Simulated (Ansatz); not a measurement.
# Bi2Te3 (Tellurobismuthite) (R-3m) in Ansatz: single point with PBEsol

Aim: the single point of Bi2Te3 (Tellurobismuthite) with PBEsol.

All numbers are computed with Ansatz 0.2.0; they aren't measurements. Logs are shortened: lines on timing, memory, paths and dates and some standing lists are left out, and cuts for length are marked.

**Measured values to compare with.**

From “Vacancy and Antisite-Induced Ferromagnetism in Liquid-Phase Exfoliated Bi2Te3”, 2024, arxiv:2412.10539, for a bulk crystal of Bi2Te3: band gap 0.17 eV.

The results are compared with them further down.

### Step 1. The crystal as given

Symmetry: R-3m, No. 166, trigonal system. Conventional cell: a = 4.386 Å, b = 4.386 Å, c = 30.497 Å, α = 90.00°, β = 90.00°, γ = 120.00°. Bi (site symmetry 3m) is surrounded by 6 Te at 3.07 to 3.25 Å. Te (site symmetry 3m) has 3 Bi at 3.07 Å as nearest neighbours. Te (site symmetry -3m) is surrounded by 6 Bi at 3.25 Å.

### Step 2. Single point, PBEsol

The input, input.yaml:

```yaml
crystal:
  lattice:
    - [2.193, 1.2661291403, 10.1656666667]
    - [-2.193, 1.2661291403, 10.1656666667]
    - [0.0, -2.5322582807, 10.1656666667]
  atoms:
    - { symbol: Bi, position: [0.6, 0.6, 0.6] }
    - { symbol: Bi, position: [0.4, 0.4, 0.4] }
    - { symbol: Te, position: [0.7905, 0.7905, 0.7905] }
    - { symbol: Te, position: [0.2095, 0.2095, 0.2095] }
    - { symbol: Te, position: [0.0, 0.0, 0.0] }
kpoints:
  mp_grid: { grid: [4, 4, 4] }
scf:
  occupations: { method: fermi_dirac, width: 0.03 }
hamiltonian:
  xc: pbesol
  pseudopotentials: { kind: all_electron, lapw: { basis_error: 0.002 } }
output:
  forces: true
  stress: true
  eigenvalues: true
```

Potentials or basis: all-electron LAPW, scalar-relativistic.

Command:

```console
ansatz run input.yaml --threads 4 --pin off --max-ram 12288MiB --backend cpu --events-out ev --progress --plain --runs-dir out
```

The program printed:

```text
Warning: RAYON_NUM_THREADS=4 ignored (pool sized by the plan → 4); use --threads N
LAPW: plane waves up to 6.999 Å⁻¹, error target 2.0e-3 eV per atom; small_component_spin mean_spin; Te in spheres of 1.507 Å, 24 of its electrons in bands, Dirac shells []; Bi in spheres of 1.567 Å, 37 of its electrons in bands, Dirac shells [] (how accurate: hamiltonian.pseudopotentials.lapw.basis_error, Limitations)
Engine: ansatz 0.2.0, aarch64-unknown-linux-gnu
Pseudopotentials: kind: all_electron
Pseudopotential: Bi, LAPW, valence charge 37, lapw/all_electron/scalar/gaussian/Bi, Koelling and Harmon's equation, gaussian nucleus
Pseudopotential: Te, LAPW, valence charge 24, lapw/all_electron/scalar/gaussian/Te, Koelling and Harmon's equation, gaussian nucleus
Functional definition: PBEsol
  exchange = pbesol_x
  correlation = pbesol_c
Crystal: 5 atoms, lattice volume = 169.357 Å³
Basis set: ecut = 186.64917640890835 eV, 977 PW (Γ), FFT grids on a1−a3, a2−a3, a3, exchange–correlation at level 2
Bands: 88, of which v1, the nominal top of the filled ones, is band 73 counted from 1 (72 counted from 0)
Symmetry: 12 space group operations
Space group: R-3m (ITA 166), of the structure as read, at distance tolerance 5.5e-5 Å
k-points: 13 of 64
Non-local potential: Bi, projectors of the file, none
Non-local potential: Te, projectors of the file, none
Initial density: superposition of atomic densities (chi_scale 0.1, normalization cell, long waves kept (reshape's long-wave potential 0.13 eV rms))
Initial wavefunctions: plane waves of lowest kinetic energy (no species holds an atomic orbital)
Functional: x = pbesol(κ = 0.804, μ = 0.12345679012345678), c = pbesol(β = 0.046)
iter 1 solved again at ethr=7.49e-4 eV; its pass at ethr=1.00e-1 eV (dr2=1.09e0 eV) is discarded
SCF iter   1: F=—  HF=-1725522.150593 eV  |F-HF|=—  |Δ(HF+E_count)|=         —  Δρ=1.56e-2  dr2=1.09e0  ethr=7.49e-4  ⟨swp⟩=2.3  Hψ=7058  notcnv=0
preconditioner: auto → Resta (q_TF=auto, 2.662 Å⁻¹)  ε∞=3.0  [insulator: Δε(μ)=0.424 eV  Ē_g=10.731 eV  σ=0.030 eV  W_gap=1.00  n_scr=50 (ndim 8)  ℏωp=15.1 eV  f_vac=0.102  D(μ)=0.00/eV (n_scr^D=0)  ε∞_Penn≈3.0]
SCF iter   2: F=—  HF=-1725521.907233 eV  |F-HF|=—  |Δ(HF+E_count)|=   2.43e-1  Δρ=6.93e-3  dr2=2.66e-1  ethr=7.49e-4  ⟨swp⟩=2.8  Hψ=3583  notcnv=0
SCF iter   3: F=—  HF=-1725521.891233 eV  |F-HF|=—  |Δ(HF+E_count)|=   1.60e-2  Δρ=4.77e-3  dr2=1.47e-1  ethr=1.82e-4  ⟨swp⟩=2.7  Hψ=3571  notcnv=0
SCF iter   4: F=—  HF=-1725521.877021 eV  |F-HF|=—  |Δ(HF+E_count)|=   1.42e-2  Δρ=2.19e-3  dr2=1.57e-2  ethr=1.01e-4  ⟨swp⟩=2.1  Hψ=3292  notcnv=0
iter 5 solved again at ethr=2.48e-7 eV; its pass at ethr=1.07e-5 eV (dr2=3.62e-4 eV) is discarded
SCF iter   5: F=—  HF=-1725521.877629 eV  |F-HF|=—  |Δ(HF+E_count)|=   6.09e-4  Δρ=4.23e-4  dr2=3.62e-4  ethr=2.48e-7  ⟨swp⟩=2.0  Hψ=5683  notcnv=0
SCF iter   6: F=—  HF=-1725521.877574 eV  |F-HF|=—  |Δ(HF+E_count)|=   5.51e-5  Δρ=1.12e-4  dr2=2.84e-5  ethr=2.48e-7  ⟨swp⟩=2.1  Hψ=3356  notcnv=0
SCF iter   7: F=—  HF=-1725521.877589 eV  |F-HF|=—  |Δ(HF+E_count)|=   1.43e-5  Δρ=4.44e-5  dr2=4.90e-6  ethr=1.95e-8  ⟨swp⟩=2.9  Hψ=3389  notcnv=0
SCF iter   8: F=—  HF=-1725521.877591 eV  |F-HF|=—  |Δ(HF+E_count)|=   2.58e-6  Δρ=1.64e-5  dr2=6.89e-7  ethr=3.36e-9  ⟨swp⟩=3.0  Hψ=3414  notcnv=0
SCF iter   9: F=-1725521.877592 eV  HF=-1725521.877592 eV  |F-HF|=7.45e-9  |Δ(HF+E_count)|=   6.71e-7  Δρ=4.44e-6  dr2=6.06e-8  ethr=4.72e-10  ⟨swp⟩=3.0  Hψ=3463  notcnv=0
SCF 1 converged in 9 iterations: F = -1725521.877592 eV  dr2 = 6.06e-8
SCF converged after 9 iterations
Free energy (F): -1725521.877592 eV
Harris-Foulkes:  -1725521.877592 eV  (|F-HF|=7.45e-9)
Internal energy: -1725521.877432 eV  (E = F + TS)
E sigma→0 (E₀):  -1725521.877512 eV
Entropy (-TS):   -0.000159 eV (-0.032 meV/atom)
Fermi energy:    11.996489 eV
--- Per-component energies (eV) ---
  E_band       = -8777.070628
  E_kinetic    = 1941048.109024
  E_xc         = -35433.714191
  E_electrostatic = -3631136.272265  (all electrons and nuclei)
  E_smearing   = -0.000159  (= −TS)
  E_closure    = 0.000000  (closes the sum)
  E_atoms      = -1725501.662195  (free atoms, spherical and without spin; not in F)
  Σ components = -1725521.877592   (vs F -1725521.877592, Δ=0.00e0)
  Basis errors (estimates in eV, not in F): energy 8.0e-4 per atom: plane waves 7.0e-4 (3.9e-4 summed), levels above the bands 2.8e-109, relativity 6.7e-8, radial functions 1.0e-4, core shells 1.8e-8; eigenvalues (radial functions only) 2.7e-5; not estimated: angular momenta, meshes, grids; target (lapw.basis_error) 2.0e-3; muffin-tin radii Te 1.507 Å, Bi 1.567 Å
--- Forces (eV/Å), atoms counted from 1 ---
  atom   1  Bi     0.00000000     0.00000000    -0.02038751
  atom   2  Bi     0.00000000    -0.00000000     0.02038751
  atom   3  Te     0.00000000     0.00000000    -0.13357843
  atom   4  Te     0.00000000    -0.00000000     0.13357843
  atom   5  Te     0.00000000     0.00000000     0.00000000
  max |Σ_I F_I| component: 2.89e-19 eV/Å
--- Stress (GPa, compression-positive) ---
       -0.485754       0.000000      -0.000000
        0.000000      -0.485754       0.000000
       -0.000000       0.000000      -0.901848
  P = ⅓ Tr σ = -0.6245 GPa (-6.245 kbar)
--- Band table (eV; the first three rows and the last of 13) ---
  k-point 0: bands = ["-147.2247", "-147.2247", "-147.0392", "-141.6544", "-141.6544", "-136.8077", "-136.8077", "-136.8058", "-136.8058", "-136.8058", "-136.8058", "-136.8051", "-136.8051", "-136.8039", "-136.8039", "-136.8039", "-136.8039", "-136.8038", "-136.8038", "-97.3296", "-97.3295", "-97.3257", "-97.3257", "-97.3257", "-97.3257", "-97.1663", "-97.1301", "-97.1301", "-79.8613", "-79.8613", "-79.8613", "-79.8613", "-79.8579", "-79.8579", "-24.7708", "-24.7708", "-24.7656", "-24.7636", "-24.7628", "-24.7628", "-24.7620", "-24.7620", "-24.7604", "-24.7604", "-24.6027", "-24.5955", "-24.5955", "-24.5618", "-24.5618", "-11.2532", "-11.2532", "-11.2514", "-11.2514", "-11.2398", "-11.2384", "-11.2374", "-11.2374", "-11.2360", "-11.2360", "-1.4687", "-0.7416", "0.4557", "2.9432", "3.4029", "9.5447", "9.7907", "10.1592", "10.1592", "10.1824", "10.1824", "11.0313", "11.0313", "11.8742", "12.1187", "12.5194", "12.5194", "13.8242", "13.9835", "13.9835", "16.6537", "17.1508", "17.8115", "17.8115", "18.1757", "18.1757", "18.1839", "19.0649", "19.0649"]
  k-point 1: bands = ["-147.2247", "-147.2247", "-147.0392", "-141.6544", "-141.6544", "-136.8077", "-136.8077", "-136.8058", "-136.8058", "-136.8058", "-136.8058", "-136.8051", "-136.8051", "-136.8039", "-136.8039", "-136.8039", "-136.8039", "-136.8038", "-136.8038", "-97.3296", "-97.3295", "-97.3257", "-97.3257", "-97.3257", "-97.3257", "-97.1663", "-97.1301", "-97.1301", "-79.8613", "-79.8613", "-79.8613", "-79.8613", "-79.8579", "-79.8579", "-24.7707", "-24.7702", "-24.7649", "-24.7647", "-24.7629", "-24.7624", "-24.7617", "-24.7615", "-24.7604", "-24.7602", "-24.6024", "-24.5957", "-24.5956", "-24.5617", "-24.5612", "-11.2579", "-11.2556", "-11.2483", "-11.2465", "-11.2410", "-11.2391", "-11.2364", "-11.2353", "-11.2347", "-11.2338", "-0.9282", "-0.3023", "0.8174", "2.3770", "2.9512", "7.9227", "8.2891", "8.6820", "9.1463", "9.6625", "9.8409", "10.9162", "11.0045", "11.2648", "12.8662", "13.2886", "13.3346", "14.3719", "14.4105", "15.4682", "15.7403", "17.2361", "17.7164", "18.4720", "18.7747", "18.9754", "19.6342", "20.0535", "20.5509"]
  k-point 2: bands = ["-147.2247", "-147.2247", "-147.0392", "-141.6544", "-141.6544", "-136.8077", "-136.8077", "-136.8058", "-136.8058", "-136.8058", "-136.8058", "-136.8051", "-136.8051", "-136.8039", "-136.8039", "-136.8039", "-136.8039", "-136.8038", "-136.8038", "-97.3296", "-97.3296", "-97.3257", "-97.3257", "-97.3257", "-97.3257", "-97.1663", "-97.1301", "-97.1301", "-79.8613", "-79.8613", "-79.8613", "-79.8613", "-79.8579", "-79.8579", "-24.7707", "-24.7692", "-24.7664", "-24.7642", "-24.7625", "-24.7620", "-24.7616", "-24.7607", "-24.7606", "-24.7603", "-24.6021", "-24.5959", "-24.5956", "-24.5617", "-24.5606", "-11.2636", "-11.2608", "-11.2465", "-11.2437", "-11.2436", "-11.2416", "-11.2323", "-11.2314", "-11.2307", "-11.2290", "0.3241", "0.3589", "0.7872", "1.6829", "1.9420", "6.5781", "8.4751", "8.6043", "8.6440", "8.7335", "8.9717", "9.4537", "10.9816", "11.3713", "12.4157", "12.9242", "14.6152", "14.6168", "15.1489", "15.3973", "15.4804", "16.6238", "20.0538", "20.4505", "20.5748", "20.7884", "21.0654", "21.2112", "21.2477"]
  k-point 12: bands = ["-147.2247", "-147.2247", "-147.0392", "-141.6544", "-141.6544", "-136.8077", "-136.8077", "-136.8058", "-136.8058", "-136.8058", "-136.8058", "-136.8051", "-136.8051", "-136.8039", "-136.8039", "-136.8039", "-136.8039", "-136.8038", "-136.8038", "-97.3296", "-97.3295", "-97.3257", "-97.3257", "-97.3257", "-97.3257", "-97.1663", "-97.1301", "-97.1301", "-79.8613", "-79.8613", "-79.8613", "-79.8613", "-79.8579", "-79.8579", "-24.7708", "-24.7708", "-24.7655", "-24.7636", "-24.7628", "-24.7628", "-24.7620", "-24.7620", "-24.7604", "-24.7604", "-24.6027", "-24.5955", "-24.5955", "-24.5618", "-24.5618", "-11.2532", "-11.2532", "-11.2514", "-11.2514", "-11.2397", "-11.2385", "-11.2375", "-11.2375", "-11.2360", "-11.2360", "-1.3199", "-1.0570", "0.9518", "2.0763", "4.0228", "9.0472", "10.0378", "10.0378", "10.3057", "10.4758", "10.4758", "10.7393", "10.7393", "11.4179", "12.6955", "13.0074", "13.0074", "13.5156", "13.5156", "13.5588", "16.4965", "17.4141", "17.4141", "17.6145", "18.3372", "18.9439", "19.4748", "19.4748", "19.5687"]
```

It took 9.3 s on 4 threads of Arm Neoverse V1, shared host; peak memory 0.57 GiB.

Results:

| Property | Result |
| --- | --- |
| Free energy | -1725521.8776 eV |
| Pressure | -0.6 GPa |
| Largest force | 0.134 eV/Å |
| Band gap on the k mesh | 0.24 eV, direct |

Forces on the atoms (eV/Å):
```
Bi   0.000  0.000 -0.020
Bi   0.000  0.000  0.020
Te   0.000  0.000 -0.134
Te   0.000  0.000  0.134
Te   0.000  0.000  0.000
```

Stress tensor (GPa, compression positive):
```
-0.49  0.00  0.00
 0.00 -0.49  0.00
 0.00  0.00 -0.90
```

Levels at points of the mesh, in eV from the valence-band top:
```csv
k point,band 69,band 70,band 71,band 72,band 73,band 74,band 75,band 76,band 77,band 78
"(0.00, 0.00, 0.00)",-1.69,-1.69,-0.84,-0.84,0.00,0.24,0.65,0.65,1.95,2.11
"(0.00, 0.00, -0.50)",-3.14,-2.90,-2.42,-0.89,-0.50,0.54,1.05,2.74,2.74,3.27
"(0.00, -0.50, -0.50)",-2.35,-2.00,-1.83,-1.53,-0.95,0.83,1.49,2.05,2.63,2.73
"(-0.50, -0.50, -0.50)",-1.40,-1.40,-1.13,-1.13,-0.46,0.82,1.13,1.13,1.64,1.64
```

Caveat: spin-orbit coupling is left out, which as a rule narrows the gap of such compounds by several tenths of an eV.

### Step 3. Against experiment

Step 2. A measured gap of Bi2Te3 is 0.17 eV (quoted in “Vacancy and Antisite-Induced Ferromagnetism in Liquid-Phase Exfoliated Bi2Te3”, 2024, arxiv:2412.10539); the calculated 0.24 eV misses it by +0.07 eV. Spin-orbit coupling on Bi, Te is left out. The value is that of PBEsol on a finite k mesh, which can miss the band edges, without temperature or zero-point motion.
